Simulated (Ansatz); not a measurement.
# CCSDTQ/STO-3G run of SnO (tin(ii) oxide)

Aim: the electronic atomisation energy of SnO (tin(ii) oxide) at CCSDTQ/STO-3G, from 3 runs. 

The results are computed with Ansatz 0.2.0.

55 further runs of the same task are left out: 20 that didn't finish, 35 set aside as unsound or not needed.

## Step 1: Starting point

SnO has 2 atoms, charge 0, and is taken as a singlet. SMILES: `[O]=[Sn]`. Geometry: a GFN2-xTB relaxation, a rough one for these elements and not checked as a minimum.

Bond lengths: O1–Sn2 1.804 Å.

## Step 2: A single-point energy at CCSDTQ/STO-3G

File molecule.yaml:

```yaml
crystal:
  periodic: [false, false, false]
  atoms:
    - symbol: O
      position_ang: [0.000000, 0.000000, 0.000000]
    - symbol: Sn
      position_ang: [0.000000, 0.000000, 1.803580]
basis:
  gaussian: {orbitals: STO-3G}
correlation: {method: ccsdtq, frozen_orbitals: {O: 1, Sn: 18}}
accuracy: high
scf: {omitted_lower_state_checks: [cluster_reference, increment]}
```

Command:

```
$ ansatz run molecule.yaml --threads 1 --pin off --max-ram 2610MiB --events-out events.jsonl --progress --plain --runs-dir runs
```

The program printed (excerpt; [...] marks lines left out):

```text
Warning: RAYON_NUM_THREADS=1 ignored (pool sized by the plan → 1); use --threads N
Functional definition: HF
  name "HF"
[...]
568 factors; integrals over basis functions are off by at most 5.0e-9 eV
[...]
mean field -164276.46239219 eV, -6037.0486423274 hartree, gradient 8.7e-9 eV, S^2 0.000000; 0 other end points of the search recorded, 0 dependent functions left out; unrestricted orbitals would lower it
19 core orbitals not correlated: weight in the atoms' cores, before any rotation towards them, 1.000 or more for the frozen orbitals, at most 0.000 for the correlated occupied ones
reference -164276.46239219 eV, -6037.0486423274 hartree; 10, 10 occupied and 3, 3 virtual orbitals, 568 factors
second order -4.72524868 eV of doubles, -0.00000000 eV of singles
cycle   1  -2.54207691 eV  change     2.2e0 eV  update   4.0e-1
[...]
cycle  27  -4.58720548 eV  change   -2.3e-9 eV  update   1.9e-9
Total energy: -164281.04959767 eV, -6037.2172190194 hartree
Checks for a lower state left out: cluster_reference, increment
```

Wall time 16 s (1 thread of Arm Neoverse V2, shared host); peak memory 0.65 GiB.

## Step 3: The O atom, same level

File job.yaml:

```yaml
basis:
  gaussian:
    orbitals: STO-3G
crystal:
  periodic: [false, false, false]
  atoms:
    - {symbol: O, position_ang: [0.000000, 0.000000, 0.000000]}
scf:
  omitted_lower_state_checks: [cluster_reference, increment]
magnetization:
  spin_polarized: true
  initial_magnetization: 2
correlation:
  method: ccsdtq
  frozen_orbitals: {O: 1}
accuracy: high
```

Run the same way, it converges to -73.80415 Eh (log not shown).

## Step 4: The Sn atom at the same level

File run.yaml:

```yaml
crystal:
  periodic: [false, false, false]
  atoms:
    - {symbol: Sn, position_ang: [0.000000, 0.000000, 0.000000]}
basis:
  gaussian: {orbitals: STO-3G}
accuracy: high
scf: {omitted_lower_state_checks: [cluster_reference, increment]}
magnetization: {spin_polarized: true, initial_magnetization: 2}
correlation: {method: ccsdtq, frozen_orbitals: {Sn: 18}}
```

Run the same way, it converges to -5963.21986 Eh (log not shown).

## Step 5: Results

Level: CCSDTQ/STO-3G, 19 core orbitals frozen.

| quantity | value |
| --- | --- |
| molecule: total energy | -6037.21722 Eh |
| molecule: correlation energy (19 core orbitals frozen) | -168.6 mEh |
| molecule: T1 diagnostic | 0.027 |
| O atom: total energy | -73.80415 Eh |
| O atom: correlation energy (1 core orbital frozen) | 0.0 mEh |
| O atom: ⟨S²⟩ of the reference determinant | 2.000 |
| O atom: T1 diagnostic | 0.000 |
| Sn atom: total energy | -5963.21986 Eh |
| Sn atom: correlation energy (18 core orbitals frozen) | -13.7 mEh |
| Sn atom: ⟨S²⟩ of the reference determinant | 2.000 |
| Sn atom: T1 diagnostic | 0.000 |
| electronic atomisation energy | 5.257 eV |

**Reading.** Taking the molecule apart into free atoms costs 5.26 eV (121 kcal/mol), before zero-point energy and without spin-orbit coupling. In a minimal basis such a difference can be off by several eV, whatever the method. The restricted solution (molecule) is unstable to spin breaking: an unrestricted one lies lower. Relativity is left out (molecule) although the molecule holds a heavy atom. Relativity is left out (Sn atom) although the molecule holds a heavy atom.
